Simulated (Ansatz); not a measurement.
**CH5GeS radical: basis-set convergence**

The task here is to estimate one member of a computed series from the others.

Program: Ansatz 0.2.0, Gaussian basis. Level of theory: one geometry, several basis sets. These are calculated values, not measurements.

Plan: PBE0-D4/def2-SVP; ωB97M-V/def2-SVP; PBE0-D4/def2-QZVPP; ωB97M-V/def2-QZVPP; the functionals' def2-TZVPP values are taken from earlier runs.

## The geometry

An earlier PBE0-D4 in a triple-zeta def2 set relaxation fixed the geometry.

8 atoms, charge 0, spin multiplicity 2.

Atoms are counted from 1 here; the program's logs count them from 0.

Bond lengths: C1–Ge2 1.966 Å, C1–H4 1.092 Å, C1–H5 1.090 Å, C1–H6 1.091 Å, Ge2–S3 2.230 Å, Ge2–H7 1.552 Å, S3–H8 1.343 Å. Angles: Ge2–C1–H4 108.9°, Ge2–C1–H5 110.3°, Ge2–C1–H6 109.7°, H4–C1–H5 109.3°, H4–C1–H6 109.5°, H5–C1–H6 109.1°, C1–Ge2–S3 110.3°, C1–Ge2–H7 111.3°, S3–Ge2–H7 103.3°, Ge2–S3–H8 94.5°.

Set-up of the first run:

in.yaml

```yaml
crystal:
  periodic: [false, false, false]
  atoms:
    - {symbol: C, position_ang: [-0.733304, 0.635152, -0.565766]}
    - {symbol: Ge, position_ang: [0.934594, -0.393299, -0.399911]}
    - {symbol: S, position_ang: [1.033815, -1.391604, 1.591237]}
    - {symbol: H, position_ang: [-0.786310, 1.357766, 0.250973]}
    - {symbol: H, position_ang: [-1.594803, -0.030382, -0.514954]}
    - {symbol: H, position_ang: [-0.745848, 1.162722, -1.520364]}
    - {symbol: H, position_ang: [2.173112, 0.541243, -0.392227]}
    - {symbol: H, position_ang: [-0.189056, -1.938697, 1.495014]}
basis:
  gaussian: {orbitals: def2-SVP}
magnetization: {spin_polarized: true, initial_magnetization: 1}
hamiltonian: {xc: pbe0, dispersion: d4}
output: {orbitals: {seedname: orbitals}}
```

Steps of the session up to this table: PBE0-D4 in def2-SVP; ωB97M-V in def2-SVP; PBE0-D4 in def2-QZVPP; ωB97M-V in def2-QZVPP.

One of the session's tables, all rows but one given; the rest of the session is left out.

It belongs to the step «Density functionals: the series». 

| functional | basis | HOMO (eV) | LUMO (eV) |
| --- | --- | --- | --- |
| PBE0-D4 | def2-SVP | -5.66 | -2.55 |
| PBE0-D4 | def2-TZVPP | -5.76 | -2.63 |
| PBE0-D4 | def2-QZVPP | -5.79 | -2.68 |
| ωB97M-V | def2-SVP | -7.60 | -0.73 |
| ωB97M-V | def2-TZVPP | -7.70 | -0.86 |
| ωB97M-V | def2-QZVPP | ? | ? |

Q: Estimate the row for ωB97M-V, def2-QZVPP from the others.

As computed: HOMO (eV): -7.74; LUMO (eV): -0.97. In the column «HOMO (eV)» it is the lowest.
